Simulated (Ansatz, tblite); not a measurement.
# C₉H₁₃F₉O₃Si: charged states by level of theory, part 1 of 3

What does removing or adding an electron cost or gain for C₉H₁₃F₉O₃Si? Each charged state is run at several levels.

Program: Ansatz 0.2.0, Gaussian basis. Level of theory: as each input shows. These are calculated values, not measurements.

The runs, in order: charge +1 doublet, at the geometry of the singlet (PBE0-D4/def2-TZVP, PBE-D4/def2-TZVP, HF/def2-TZVP, LC-ωPBE(0.10)/def2-SVP, LC-ωPBE(0.15)/def2-SVP, LC-ωPBE(0.20)/def2-SVP, LC-ωPBE(0.30)/def2-SVP); charge +1 doublet, relaxed (PBE0-D4/def2-TZVP, PBE-D4/def2-TZVP); charge -1 doublet, at the geometry of the singlet (PBE0-D4/def2-TZVP, PBE-D4/def2-TZVP, HF/def2-TZVP, LC-ωPBE(0.10)/def2-SVP, LC-ωPBE(0.15)/def2-SVP, LC-ωPBE(0.20)/def2-SVP, LC-ωPBE(0.30)/def2-SVP); the starting singlet's energies come from earlier runs.

**1. The relaxed structure**

The singlet was relaxed beforehand with PBE-D4/def2-SVP.

35 atoms, charge 0, spin multiplicity 1.

Atoms are counted from 1 here; the program's logs count them from 0.

Bond lengths: C1–O2 1.417 Å, C1–H23 1.110 Å, C1–H24 1.112 Å, C1–H25 1.115 Å, O2–Si3 1.666 Å, Si3–C4 1.872 Å, Si3–O19 1.667 Å, Si3–O21 1.674 Å, C4–C5 1.533 Å, C4–H26 1.111 Å, C4–H27 1.110 Å, C5–C6 1.518 Å, C5–H28 1.107 Å, C5–H29 1.109 Å, C6–F7 1.372 Å, C6–F8 1.368 Å, C6–C9 1.562 Å, C9–F10 1.360 Å and more. Angles: O2–C1–H23 108.7°, O2–C1–H24 111.9°, O2–C1–H25 111.7°, H23–C1–H24 108.6°, H23–C1–H25 107.8°, H24–C1–H25 108.2°, C1–O2–Si3 125.8°, O2–Si3–C4 113.3°, O2–Si3–O19 107.2°, O2–Si3–O21 105.4°, C4–Si3–O19 105.0°, C4–Si3–O21 112.5°, O19–Si3–O21 113.5°, Si3–C4–C5 112.0°, Si3–C4–H26 109.2°, Si3–C4–H27 108.9°, C5–C4–H26 109.7°, C5–C4–H27 110.4° and more.

**2. Charge +1 doublet at the fixed geometry, PBE0-D4/def2-TZVP**

The input, in.yaml:

```yaml
crystal:
  periodic: [false, false, false]
  atoms:
    - {symbol: C, position_ang: [-3.812655, 1.129943, -0.025538]}
    - {symbol: O, position_ang: [-2.854151, 0.100534, -0.194307]}
    - {symbol: Si, position_ang: [-1.807612, -0.459213, 0.975252]}
    - {symbol: C, position_ang: [-0.251056, 0.569322, 1.129260]}
    - {symbol: C, position_ang: [0.579797, 0.549935, -0.159370]}
    - {symbol: C, position_ang: [1.849443, 1.371772, -0.032446]}
    - {symbol: F, position_ang: [1.545739, 2.663021, 0.318665]}
    - {symbol: F, position_ang: [2.659523, 0.872174, 0.949909]}
    - {symbol: C, position_ang: [2.704151, 1.493183, -1.334457]}
    - {symbol: F, position_ang: [1.981811, 2.189815, -2.251624]}
    - {symbol: F, position_ang: [3.830273, 2.195410, -1.043681]}
    - {symbol: C, position_ang: [3.123405, 0.138631, -1.987627]}
    - {symbol: F, position_ang: [2.044714, -0.384620, -2.628000]}
    - {symbol: F, position_ang: [3.524423, -0.734264, -1.029974]}
    - {symbol: C, position_ang: [4.280065, 0.258798, -3.031453]}
    - {symbol: F, position_ang: [5.448017, 0.495287, -2.418541]}
    - {symbol: F, position_ang: [4.026788, 1.251820, -3.900685]}
    - {symbol: F, position_ang: [4.375443, -0.896445, -3.710418]}
    - {symbol: O, position_ang: [-1.282922, -1.964478, 0.488823]}
    - {symbol: C, position_ang: [-2.139835, -3.008103, 0.051240]}
    - {symbol: O, position_ang: [-2.698373, -0.488986, 2.391866]}
    - {symbol: C, position_ang: [-2.208767, -0.899867, 3.653950]}
    - {symbol: H, position_ang: [-4.534253, 1.084629, -0.867225]}
    - {symbol: H, position_ang: [-4.373787, 1.021079, 0.928258]}
    - {symbol: H, position_ang: [-3.339634, 2.139099, -0.036930]}
    - {symbol: H, position_ang: [0.358984, 0.185805, 1.974454]}
    - {symbol: H, position_ang: [-0.532453, 1.610491, 1.392579]}
    - {symbol: H, position_ang: [0.855711, -0.489934, -0.422144]}
    - {symbol: H, position_ang: [-0.001094, 0.953020, -1.013532]}
    - {symbol: H, position_ang: [-1.515603, -3.831371, -0.352107]}
    - {symbol: H, position_ang: [-2.753793, -3.414383, 0.886344]}
    - {symbol: H, position_ang: [-2.830710, -2.662088, -0.748336]}
    - {symbol: H, position_ang: [-3.050762, -0.910550, 4.376363]}
    - {symbol: H, position_ang: [-1.769855, -1.922955, 3.621849]}
    - {symbol: H, position_ang: [-1.431002, -0.206489, 4.049612]}
basis:
  gaussian: {orbitals: def2-TZVP, fitting: {mean_field: def2-universal-jkfit}}
total_charge: 1
magnetization: {spin_polarized: true, initial_magnetization: 1}
hamiltonian: {xc: pbe0, dispersion: d4}
scf: {omitted_lower_state_checks: [starts]}
output: {orbitals: {seedname: orbitals}}
```

The run is started by

```console
> ansatz run in.yaml --threads 2 --pin off --events-out ev --progress --plain --max-ram 32768MiB --backend cuda --devices 0, --max-vram 18GiB
```

Output, shortened:

```text
Functional definition: PBE0
  name "PBE0"
  cite "Adamo & Barone, J. Chem. Phys. 110, 6158 (1999) doi:10.1063/1.478522"
  cite "Perdew, Burke & Ernzerhof, Phys. Rev. Lett. 77, 3865 (1996) doi:10.1103/PhysRevLett.77.3865"
  parent pbe
[...]
1961 factors; integrals over basis functions are off by at most 1.6e0 eV
[...]
mean field -47982.31015675 eV, -1763.3173746826 hartree, gradient 6.6e-6 eV, S^2 0.755332; 0 other end points of the search recorded, 0 dependent functions left out
reference -47982.31020392 eV, -1763.3173764159 hartree; 93, 92 occupied and 673, 674 virtual orbitals, 1961 factors
Total energy: -47983.17515140 eV, -1763.3491626497 hartree
Checks for a lower state left out: starts
```

It took 19 s on 1 × H100 (card shared with other runs) with 2 threads of AMD EPYC 7R13, shared host; peak host memory 1.4 GiB.

HOMO -12.75 eV, LUMO -11.44 eV (over both spins); ⟨S²⟩ 0.755 (pure: 0.75).

**3. Charge +1 doublet at the fixed geometry, PBE-D4/def2-TZVP**

start.molden holds the orbitals of an earlier run on this state, given as this run's starting guess.

Edit in.yaml of step 2 so:

```diff
@@ -39,6 +39,6 @@
 basis:
-  gaussian: {orbitals: def2-TZVP, fitting: {mean_field: def2-universal-jkfit}}
+  gaussian: {orbitals: def2-TZVP, fitting: {mean_field: def2-universal-jkfit}, initial_orbitals: start.molden}
 total_charge: 1
 magnetization: {spin_polarized: true, initial_magnetization: 1}
-hamiltonian: {xc: pbe0, dispersion: d4}
+hamiltonian: {xc: pbe, dispersion: d4}
 scf: {omitted_lower_state_checks: [starts]}
```

Same command.

Output, shortened:

```text
Functional definition: PBE
  name "PBE"
  cite "Perdew, Burke & Ernzerhof, Phys. Rev. Lett. 77, 3865 (1996) doi:10.1103/PhysRevLett.77.3865"
  parent pbe
[...]
1961 factors; integrals over basis functions are off by at most 1.6e0 eV
[...]
mean field -47981.64532727 eV, -1763.2929426498 hartree, gradient 2.2e-5 eV, S^2 0.751073; 0 other end points of the search recorded, 0 dependent functions left out
reference -47981.64539049 eV, -1763.2929449732 hartree; 93, 92 occupied and 673, 674 virtual orbitals, 1961 factors
Total energy: -47982.64881991 eV, -1763.3298203243 hartree
Checks for a lower state left out: starts
```

Run time: 8.5 s. Hardware: 1 × H100 (card shared with other runs) with 2 threads of AMD EPYC 7R13, shared host.

Report: HOMO -11.22 eV, LUMO -11.15 eV (over both spins); ⟨S²⟩ 0.751 (pure: 0.75).

**4. Charge +1 doublet at the fixed geometry, HF/def2-TZVP**

Edit in.yaml of step 3 so:

```diff
@@ -42,3 +42,3 @@
 magnetization: {spin_polarized: true, initial_magnetization: 1}
-hamiltonian: {xc: pbe, dispersion: d4}
+hamiltonian: {xc: hf}
 scf: {omitted_lower_state_checks: [starts]}
```

The command is unchanged.

Output, shortened:

```text
Functional definition: HF
  name "HF"
  cite "Fock, Z. Phys. 61, 126 (1930) doi:10.1007/BF01340294"
  parent pbe
[...]
1961 factors; integrals over basis functions are off by at most 1.6e0 eV
[...]
mean field -47817.59345003 eV, -1757.2641473596 hartree, gradient 2.6e-5 eV, S^2 0.762601; 0 other end points of the search recorded, 0 dependent functions left out
reference -47817.59345003 eV, -1757.2641473596 hartree; 93, 92 occupied and 673, 674 virtual orbitals, 1961 factors
Total energy: -47817.59345003 eV, -1757.2641473596 hartree
Checks for a lower state left out: starts
```

Wall time 13 s (1 × H100 (card shared with other runs) with 2 threads of AMD EPYC 7R13, shared host).

HOMO -16.29 eV, LUMO -6.82 eV (over both spins); ⟨S²⟩ 0.763 (pure: 0.75).

**5. Charge +1 doublet at the fixed geometry, LC-ωPBE(0.10)/def2-SVP**

Edit in.yaml of step 4 so:

```diff
@@ -39,6 +39,6 @@
 basis:
-  gaussian: {orbitals: def2-TZVP, fitting: {mean_field: def2-universal-jkfit}, initial_orbitals: start.molden}
+  gaussian: {orbitals: def2-SVP, initial_orbitals: start.molden}
 total_charge: 1
 magnetization: {spin_polarized: true, initial_magnetization: 1}
-hamiltonian: {xc: hf}
+hamiltonian: {xc: {name: LC-wPBE, parameters: {omega: 0.1/bohr}}}
 scf: {omitted_lower_state_checks: [starts]}
```

Launched as before.

Output, shortened:

```text
Functional definition: LC-wPBE
  name "LC-wPBE"
  cite "Vydrov & Scuseria, J. Chem. Phys. 125, 234109 (2006) doi:10.1063/1.2409292"
  cite "Heyd & Scuseria, J. Chem. Phys. 120, 7274 (2004) doi:10.1063/1.1668634"
  cite "Ernzerhof & Perdew, J. Chem. Phys. 109, 3313 (1998) doi:10.1063/1.476928"
  cite "Perdew, Burke & Ernzerhof, Phys. Rev. Lett. 77, 3865 (1996) doi:10.1103/PhysRevLett.77.3865"
  parent pbe
[...]
  with omega = 0.1/bohr from the input
[...]
4133 factors; their error is unknown
201 factors; integrals over basis functions are off by at most 2.0e-7 eV
[...]
mean field -47938.42724851 eV, -1761.7047075497 hartree, gradient 2.1e-5 eV, S^2 0.751290; 0 other end points of the search recorded, 0 dependent functions left out
reference -47938.42724870 eV, -1761.7047075566 hartree; 93, 92 occupied and 284, 285 virtual orbitals, 4133 factors
Total energy: -47938.42724870 eV, -1761.7047075566 hartree
Checks for a lower state left out: starts
```

Wall time 12 s (1 × H100 (card shared with other runs) with 2 threads of AMD EPYC 7R13, shared host).

HOMO -12.44 eV, LUMO -10.03 eV (over both spins); ⟨S²⟩ 0.751 (pure: 0.75).

**6. Charge +1 doublet at the fixed geometry, LC-ωPBE(0.15)/def2-SVP**

Edit in.yaml of step 5 so:

```diff
@@ -42,3 +42,3 @@
 magnetization: {spin_polarized: true, initial_magnetization: 1}
-hamiltonian: {xc: {name: LC-wPBE, parameters: {omega: 0.1/bohr}}}
+hamiltonian: {xc: {name: LC-wPBE, parameters: {omega: 0.15/bohr}}}
 scf: {omitted_lower_state_checks: [starts]}
```

Launched as before.

Output, shortened:

```text
Functional definition: LC-wPBE
  name "LC-wPBE"
  cite "Vydrov & Scuseria, J. Chem. Phys. 125, 234109 (2006) doi:10.1063/1.2409292"
  cite "Heyd & Scuseria, J. Chem. Phys. 120, 7274 (2004) doi:10.1063/1.1668634"
  cite "Ernzerhof & Perdew, J. Chem. Phys. 109, 3313 (1998) doi:10.1063/1.476928"
  cite "Perdew, Burke & Ernzerhof, Phys. Rev. Lett. 77, 3865 (1996) doi:10.1103/PhysRevLett.77.3865"
  parent pbe
[...]
  with omega = 0.15/bohr from the input
[...]
4133 factors; their error is unknown
377 factors; integrals over basis functions are off by at most 5.1e-7 eV
[...]
mean field -47940.06784293 eV, -1761.7649982827 hartree, gradient 2.5e-5 eV, S^2 0.751960; 0 other end points of the search recorded, 0 dependent functions left out
reference -47940.06784301 eV, -1761.7649982855 hartree; 93, 92 occupied and 284, 285 virtual orbitals, 4133 factors
Total energy: -47940.06784301 eV, -1761.7649982855 hartree
Checks for a lower state left out: starts
```

Run time: 11 s. Hardware: 1 × H100 (card shared with other runs) with 2 threads of AMD EPYC 7R13, shared host.

HOMO -12.91 eV, LUMO -9.93 eV (over both spins); ⟨S²⟩ 0.752 (pure: 0.75).

**7. Charge +1 doublet at the fixed geometry, LC-ωPBE(0.20)/def2-SVP**

Edit in.yaml of step 6 so:

```diff
@@ -42,3 +42,3 @@
 magnetization: {spin_polarized: true, initial_magnetization: 1}
-hamiltonian: {xc: {name: LC-wPBE, parameters: {omega: 0.15/bohr}}}
+hamiltonian: {xc: {name: LC-wPBE, parameters: {omega: 0.2/bohr}}}
 scf: {omitted_lower_state_checks: [starts]}
```

Same command.

Output, shortened:

```text
Functional definition: LC-wPBE
  name "LC-wPBE"
  cite "Vydrov & Scuseria, J. Chem. Phys. 125, 234109 (2006) doi:10.1063/1.2409292"
  cite "Heyd & Scuseria, J. Chem. Phys. 120, 7274 (2004) doi:10.1063/1.1668634"
  cite "Ernzerhof & Perdew, J. Chem. Phys. 109, 3313 (1998) doi:10.1063/1.476928"
  cite "Perdew, Burke & Ernzerhof, Phys. Rev. Lett. 77, 3865 (1996) doi:10.1103/PhysRevLett.77.3865"
  parent pbe
[...]
  with omega = 0.2/bohr from the input
[...]
4133 factors; their error is unknown
613 factors; integrals over basis functions are off by at most 1.9e-6 eV
[...]
mean field -47942.13592764 eV, -1761.8409989938 hartree, gradient 1.3e-5 eV, S^2 0.752895; 0 other end points of the search recorded, 0 dependent functions left out
reference -47942.13592768 eV, -1761.8409989953 hartree; 93, 92 occupied and 284, 285 virtual orbitals, 4133 factors
Total energy: -47942.13592768 eV, -1761.8409989953 hartree
Checks for a lower state left out: starts
```

Wall time 19 s (1 × H100 (card shared with other runs) with 2 threads of AMD EPYC 7R13, shared host).

From the report: HOMO -13.44 eV, LUMO -9.92 eV (over both spins); ⟨S²⟩ 0.753 (pure: 0.75).

**8. Charge +1 doublet at the fixed geometry, LC-ωPBE(0.30)/def2-SVP**

Edit in.yaml of step 7 so:

```diff
@@ -42,3 +42,3 @@
 magnetization: {spin_polarized: true, initial_magnetization: 1}
-hamiltonian: {xc: {name: LC-wPBE, parameters: {omega: 0.2/bohr}}}
+hamiltonian: {xc: {name: LC-wPBE, parameters: {omega: 0.3/bohr}}}
 scf: {omitted_lower_state_checks: [starts]}
```

Same command.

Output, shortened:

```text
Functional definition: LC-wPBE
  name "LC-wPBE"
  cite "Vydrov & Scuseria, J. Chem. Phys. 125, 234109 (2006) doi:10.1063/1.2409292"
  cite "Heyd & Scuseria, J. Chem. Phys. 120, 7274 (2004) doi:10.1063/1.1668634"
  cite "Ernzerhof & Perdew, J. Chem. Phys. 109, 3313 (1998) doi:10.1063/1.476928"
  cite "Perdew, Burke & Ernzerhof, Phys. Rev. Lett. 77, 3865 (1996) doi:10.1103/PhysRevLett.77.3865"
  parent pbe
[...]
  with omega = 0.3/bohr from the input
[...]
4133 factors; their error is unknown
856 factors; integrals over basis functions are off by at most 7.5e-6 eV
[...]
mean field -47946.67269390 eV, -1762.0077220787 hartree, gradient 1.1e-5 eV, S^2 0.755589; 0 other end points of the search recorded, 0 dependent functions left out
reference -47946.67269392 eV, -1762.0077220794 hartree; 93, 92 occupied and 284, 285 virtual orbitals, 4133 factors
Total energy: -47946.67269392 eV, -1762.0077220794 hartree
Checks for a lower state left out: starts
```

It took 14 s on 1 × H100 (card shared with other runs) with 2 threads of AMD EPYC 7R13, shared host.

HOMO -14.48 eV, LUMO -10.06 eV (over both spins); ⟨S²⟩ 0.756 (pure: 0.75).

**9. Vertical ionisation energy**

Charged state less starting state, singlet to doublet; the starting state's energies are those of its earlier runs.

```
            level  vertical ionisation energy (eV)  time
     HF/def2-TZVP                            +9.57  23 s
 PBE-D4/def2-TZVP                            +9.08  18 s
PBE0-D4/def2-TZVP                            +9.91  25 s
```

Times add the two runs; a level without a time comes out of a correlated run.

Beside −ε(HOMO) of the starting state:

```
            level  −ε(HOMO) (eV)  by difference (eV)  mismatch (eV)
 PBE-D4/def2-TZVP           6.73                9.08          -2.35
PBE0-D4/def2-TZVP           8.29                9.91          -1.62
```

Tuning ω of LC-ωPBE, so that −ε(HOMO) meets the ionisation energy:

| ω (1/bohr) | −ε(HOMO) (eV) | by difference (eV) |
| --- | --- | --- |
| 0.1 | 8.00 | 9.08 |
| 0.15 | 8.66 | 9.32 |
| 0.2 | 9.23 | 9.59 |
| 0.3 | 10.18 | 10.13 |

(Continued in part 2 of 3.)
